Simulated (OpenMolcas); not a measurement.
# A workflow on [GeH5]− (SMILES [H][Ge-]([H])([H])([H])[H])

Wanted: a single-point energy (HF/ANO-RCC-MB), then the vertical excitations (CASSCF(2,2)/ANO-RCC-VTZP), then the vertical excitations (CASSCF(2,2)/ANO-RCC-VTZP), then the vertical excitations (MC-PDFT[tLSDA](2,2)/ANO-RCC-VTZP) of [GeH5]−. 

Program for the calculation: OpenMolcas 26.06.

1 further run of the same task is left out (set aside as unsound or not needed).

## 1. The molecule

[GeH5]−: 6 atoms, total charge -1, spin state singlet. SMILES: `[H][Ge-]([H])([H])([H])[H]`. The shape comes from GFN2-xTB, which is rough for such elements, and wasn't checked as a minimum.

Bond lengths: Ge1–H2 1.762 Å, Ge1–H3 1.782 Å, Ge1–H4 1.515 Å, Ge1–H5 1.514 Å, Ge1–H6 1.514 Å. Angles: H2–Ge1–H3 179.8°, H2–Ge1–H4 90.4°, H2–Ge1–H5 90.0°, H2–Ge1–H6 90.3°, H3–Ge1–H4 89.6°, H3–Ge1–H5 89.8°, H3–Ge1–H6 89.8°, H4–Ge1–H5 120.0°, H4–Ge1–H6 120.0°, H5–Ge1–H6 120.0°.

## 2. The energy at HF/ANO-RCC-MB (DKH2) (run 1)

Input file step1.inp:

```
&gateway
 coord
 6
 angstrom
 Ge       0.000170      -0.001050       0.006590
 H       -0.023480      -0.005740       1.768690
 H        0.022000       0.009450      -1.774870
 H        1.514900       0.010990       0.015670
 H       -0.767040       1.304120       0.000050
 H       -0.746540      -1.317780      -0.016130
 basis=ANO-RCC-MB
 group=NoSym

&seward

&scf
 charge=-1
 prorbitals=1 1
```

The run is started by

```console
export MOLCAS_MEM=1860
pymolcas step1.inp > step1.log
```

Standard output:

```text
--- Start Module: gateway ---
[...]
--- Stop Module: gateway /rc=_RC_ALL_IS_WELL_ ---
--- Start Module: seward ---
[...]
      Basis functions           23
--- Stop Module: seward /rc=_RC_ALL_IS_WELL_ ---
[...]
--- Start Module: scf ---
[...]
       Convergence after   9 Iterations
[...]
::    Total SCF energy                              -2099.6934397411
[...]
      Total spin, S                                     0.0000000000
[...]
      Total electronic charge=   38.000000
      Total            charge=   -1.000000
[...]
      Dipole Moment (debye):
      Origin of the operator (angstrom)=    0.0002   -0.0010    0.0061
                   X=  2.2559E-03               Y= -1.3402E-02               Z=  1.2369E-01           Total=  1.2444E-01
      Center of Charge (angstrom)
[...]
--- Stop Module: scf /rc=_RC_ALL_IS_WELL_ ---
[...]
```

Run time: 1.9 s. Hardware: 1 thread of Intel Xeon 6975P-C (Granite Rapids), shared host; peak memory 0.41 GiB.

## 3. The vertical excitations at CASSCF(2,2)/ANO-RCC-VTZP (DKH2, RICD fitting, 3 states averaged) (run 2)

Input file step2.input:

```
>>> EXPORT MOLCAS_PRINT=2

&GATEWAY
  COORD
  6
  angstrom
  Ge       0.000170      -0.001050       0.006590
  H       -0.023480      -0.005740       1.768690
  H        0.022000       0.009450      -1.774870
  H        1.514900       0.010990       0.015670
  H       -0.767040       1.304120       0.000050
  H       -0.746540      -1.317780      -0.016130
  BASIS
  ANO-RCC-MB
  GROUP
  NoSym

&SEWARD

&RASSCF
  FILEORB
  $CurrDir/step1.ScfOrb
  ALTER
  2
  1 18 19
  1 20 23
  SPIN
  1
  NACTEL
  2 0 0
  INACTIVE
  18
  RAS2
  2
  CIROOT
  3 3 1
  ORBLISTING
  Nothing
>>> COPY $Project.RunFile RUNFIL1
>>> COPY $Project.RasOrb INPORB

&GATEWAY
  COORD
  6
  angstrom
  Ge       0.000170      -0.001050       0.006590
  H       -0.023480      -0.005740       1.768690
  H        0.022000       0.009450      -1.774870
  H        1.514900       0.010990       0.015670
  H       -0.767040       1.304120       0.000050
  H       -0.746540      -1.317780      -0.016130
  BASIS
  ANO-RCC-VTZP
  GROUP
  NoSym
  RICD

&SEWARD
>>> COPY $Project.RunFile RUNFIL2

&EXPBAS

&RASSCF
  FILEORB
  $Project.ExpOrb
  SPIN
  1
  NACTEL
  2 0 0
  INACTIVE
  18
  RAS2
  2
  CIROOT
  3 3 1
  ORBLISTING
  Nothing
```

The run is started by

```console
export MOLCAS_MEM=1860
pymolcas step2.input > step2.log
```

Standard output:

```text
--- Start Module: gateway ---
[...]
--- Stop Module: gateway /rc=_RC_ALL_IS_WELL_ ---
[...]
      Basis functions           23
[...]
      Number of active orbitals                  2
[...]
      Spin quantum number                      0.0
[...]
      Active orbitals                            2
[...]
      Number of CSFs                             3
[...]
      Number of root(s) required                 3
[...]
      Convergence after 36 iterations
[...]
      printout of CI-coefficients larger than  0.05 for root  1
      energy=   -2099.693197
      conf/sym  11     Coeff  Weight
             1  20   0.99107 0.98221
             2  ud   0.11902 0.01417
             3  02  -0.06020 0.00362
[...]
      Natural orbitals and occupation numbers for root  1
      sym 1:   1.991051   0.008949
      Natural orbitals and occupation numbers for root  2
      sym 1:   0.701539   1.298461
      Natural orbitals and occupation numbers for root  3
      sym 1:   0.003871   1.996129
      ************************************************************************************************************************
      *                                                    Final results                                                     *
[...]
::    RASSCF root number  1 Total energy:  -2099.69319687
::    RASSCF root number  2 Total energy:  -2099.34166361
::    RASSCF root number  3 Total energy:  -2098.94635146
[...]
      Basis functions          113
[...]
--- Start Module: expbas ---
[...]
--- Stop Module: expbas /rc=_RC_ALL_IS_WELL_ ---
--- Start Module: rasscf ---
[...]
      Convergence after 15 iterations
[...]
      Natural orbitals and occupation numbers for root  1
      sym 1:   1.999662   0.000338
      Natural orbitals and occupation numbers for root  2
      sym 1:   1.009906   0.990094
      Natural orbitals and occupation numbers for root  3
      sym 1:   0.000337   1.999663
      ************************************************************************************************************************
      *                                                    Final results                                                     *
[...]
::    RASSCF root number  1 Total energy:  -2099.83596311
::    RASSCF root number  2 Total energy:  -2099.72313685
::    RASSCF root number  3 Total energy:  -2099.50453257
[...]
      Total electronic charge=   38.000000
      Total            charge=   -1.000000
[...]
      Dipole Moment (debye):
      Origin of the operator (angstrom)=    0.0002   -0.0010    0.0061
                   X=  4.8643E-03               Y= -1.6415E-02               Z=  8.5669E-02           Total=  8.7363E-02
      Center of Charge (angstrom)
[...]
```

It took 13 s on 1 thread of Intel Xeon 6975P-C (Granite Rapids), shared host; peak memory 0.41 GiB.

The roots found:

```csv
excited state,energy (eV)
1,3.070
2,9.019
```

## 4. The vertical excitations at CASSCF(2,2)/ANO-RCC-VTZP (DKH2, RICD fitting, 3 states averaged) (run 3)

Input file step3.inp:

```
&GATEWAY
  Coord
  6
  angstrom
  Ge       0.000170      -0.001050       0.006590
  H       -0.023480      -0.005740       1.768690
  H        0.022000       0.009450      -1.774870
  H        1.514900       0.010990       0.015670
  H       -0.767040       1.304120       0.000050
  H       -0.746540      -1.317780      -0.016130
  Basis=ANO-RCC-VTZP
  Group=NoSym
  RICD

&SEWARD

&RASSCF
  FileOrb=$CurrDir/step2.RasOrb
  Spin=1
  Nactel=2 0 0
  Inactive=18
  Ras2=2
  CIRoot=3 3 1
  OrbListing=Nothing

&RASSI
  NrOfJobIphs=1 all
```

The run is started by

```console
export MOLCAS_MEM=1860
pymolcas step3.inp > step3.log
```

Standard output:

```text
--- Start Module: gateway ---
[...]
--- Stop Module: gateway /rc=_RC_ALL_IS_WELL_ ---
[...]
      Basis functions          113
[...]
--- Start Module: rasscf ---
[...]
      Number of active orbitals                  2
[...]
      Spin quantum number                      0.0
[...]
      Active orbitals                            2
[...]
      Number of CSFs                             3
[...]
      Number of root(s) required                 3
[...]
      Convergence after  4 iterations
[...]
      printout of CI-coefficients larger than  0.05 for root  1
      energy=   -2099.835963
      conf/sym  11     Coeff  Weight
             1  20   0.60628 0.36758
             2  ud  -0.69824 0.48754
             3  02   0.38063 0.14488
[...]
      Natural orbitals and occupation numbers for root  1
      sym 1:   1.999662   0.000338
      Natural orbitals and occupation numbers for root  2
      sym 1:   0.990088   1.009912
      Natural orbitals and occupation numbers for root  3
      sym 1:   0.000337   1.999663
      ************************************************************************************************************************
      *                                                    Final results                                                     *
[...]
::    RASSCF root number  1 Total energy:  -2099.83596258
::    RASSCF root number  2 Total energy:  -2099.72313644
::    RASSCF root number  3 Total energy:  -2099.50453352
[...]
      Total electronic charge=   38.000000
      Total            charge=   -1.000000
[...]
      Dipole Moment (debye):
      Origin of the operator (angstrom)=    0.0002   -0.0010    0.0061
                   X=  4.7523E-03               Y= -1.6286E-02               Z=  8.4444E-02           Total=  8.6131E-02
      Center of Charge (angstrom)
[...]
--- Stop Module: rasscf /rc=_RC_ALL_IS_WELL_ ---
[...]
--- Start Module: rassi ---
[...]
::    RASSI State    1     Total energy:   -2099.83596258085890
::    RASSI State    2     Total energy:   -2099.72313644374435
::    RASSI State    3     Total energy:   -2099.50453351983242
[...]
  SPIN-FREE ENERGIES:
  (Shifted by EMIN (a.u.) =      -2099.8359625809)
 SF State       Relative EMIN(au)   Rel lowest level(eV)    D:o, cm**(-1)
     1             0.0000000000        0.0000000000              0.0000
     2             0.1128261371        3.0701555957          24762.4749
     3             0.3314290610        9.0186441927          72740.2710
[...]
--- Stop Module: rassi /rc=_RC_ALL_IS_WELL_ ---
[...]
```

Wall time 8.7 s (1 thread of Intel Xeon 6975P-C (Granite Rapids), shared host); peak memory 0.27 GiB.

The roots found:

```csv
excited state,energy (eV),strength
1,3.070,0.0001
2,9.019,0.0000
```

## 5. The vertical excitations at MC-PDFT[tLSDA](2,2)/ANO-RCC-VTZP (DKH2, RICD fitting, 3 states averaged) (run 4)

Input file step4.inp:

```
>>> EXPORT MOLCAS_PRINT=2

&gateway
  coord
  6
  angstrom
  Ge       0.000170      -0.001050       0.006590
  H       -0.023480      -0.005740       1.768690
  H        0.022000       0.009450      -1.774870
  H        1.514900       0.010990       0.015670
  H       -0.767040       1.304120       0.000050
  H       -0.746540      -1.317780      -0.016130
  basis=ANO-RCC-VTZP
  group=NoSym
  ricd

&seward

&rasscf
  fileorb=$CurrDir/step2.RasOrb
  spin=1
  nactel=2 0 0
  inactive=18
  ras2=2
  ciroot=3 3 1
  orblisting=Nothing

&mcpdft
  ksdft=T:LSDA
```

The run is started by

```console
export MOLCAS_MEM=1860
pymolcas step4.inp > step4.log
```

Standard output:

```text
--- Start Module: gateway ---
[...]
--- Stop Module: gateway /rc=_RC_ALL_IS_WELL_ ---
[...]
      Basis functions          113
[...]
--- Start Module: rasscf ---
[...]
      Number of active orbitals                  2
[...]
      Spin quantum number                      0.0
[...]
      Active orbitals                            2
[...]
      Number of CSFs                             3
[...]
      Number of root(s) required                 3
[...]
      Convergence after  4 iterations
[...]
      printout of CI-coefficients larger than  0.05 for root  1
      energy=   -2099.835963
      conf/sym  11     Coeff  Weight
             1  20   0.60628 0.36758
             2  ud  -0.69824 0.48754
             3  02   0.38063 0.14488
[...]
      Natural orbitals and occupation numbers for root  1
      sym 1:   1.999662   0.000338
      Natural orbitals and occupation numbers for root  2
      sym 1:   0.990088   1.009912
      Natural orbitals and occupation numbers for root  3
      sym 1:   0.000337   1.999663
      ************************************************************************************************************************
      *                                                    Final results                                                     *
[...]
::    RASSCF root number  1 Total energy:  -2099.83596258
::    RASSCF root number  2 Total energy:  -2099.72313644
::    RASSCF root number  3 Total energy:  -2099.50453352
[...]
      Total electronic charge=   38.000000
      Total            charge=   -1.000000
[...]
      Dipole Moment (debye):
      Origin of the operator (angstrom)=    0.0002   -0.0010    0.0061
                   X=  4.7523E-03               Y= -1.6286E-02               Z=  8.4444E-02           Total=  8.6131E-02
      Center of Charge (angstrom)
[...]
--- Stop Module: rasscf /rc=_RC_ALL_IS_WELL_ ---
[...]
--- Start Module: mcpdft ---
[...]
 ###    WARNING: Deprecation warning: KSDF should be replaced                ###
 ###    with FUNC keyword                                                    ###
 ###############################################################################
[...]
::    MCPDFT root number  1 Total energy:  -2099.07061719
::    MCPDFT root number  2 Total energy:  -2098.99745474
::    MCPDFT root number  3 Total energy:  -2098.83242002
--- Stop Module: mcpdft /rc=_RC_ALL_IS_WELL_ ---
[...]
```

Wall time 9.9 s (1 thread of Intel Xeon 6975P-C (Granite Rapids), shared host); peak memory 0.27 GiB.

The roots found:

```csv
excited state,energy (eV)
1,1.991
2,6.482
```

## 6. Results

```
                                                                                  quantity           value
                                                        run 1, HF/ANO-RCC-MB: total energy  -2099.69344 Eh
                                                         run 1, HF/ANO-RCC-MB: HOMO energy        -0.34 eV
                                                         run 1, HF/ANO-RCC-MB: LUMO energy        15.03 eV
               run 1, HF/ANO-RCC-MB: HOMO–LUMO gap (to an unbound level, set by the basis)        15.37 eV
                          run 2, CASSCF(2,2)/ANO-RCC-VTZP: energy of the lowest of 3 roots  -2099.83596 Eh
        run 2, CASSCF(2,2)/ANO-RCC-VTZP: lowest excitation energy within this active space         3.07 eV
                  run 4, MC-PDFT[tLSDA](2,2)/ANO-RCC-VTZP: energy of the lowest of 3 roots  -2099.07062 Eh
run 4, MC-PDFT[tLSDA](2,2)/ANO-RCC-VTZP: lowest excitation energy within this active space         1.99 eV
```

In words: Mulliken charges (run 1, HF/ANO-RCC-MB) run from -0.35 on H3 to +0.14 on Ge1. The orbitals (run 2, CASSCF(2,2)/ANO-RCC-VTZP) are averaged over several states, so each root lies above its own optimum (it can stand above Hartree-Fock), and forces and dipoles share that bias. For an anion, states without diffuse functions may be basis-held continuum. The orbitals (run 3, CASSCF(2,2)/ANO-RCC-VTZP) are averaged over several states, so each root lies above its own optimum (it can stand above Hartree-Fock), and forces and dipoles share that bias.
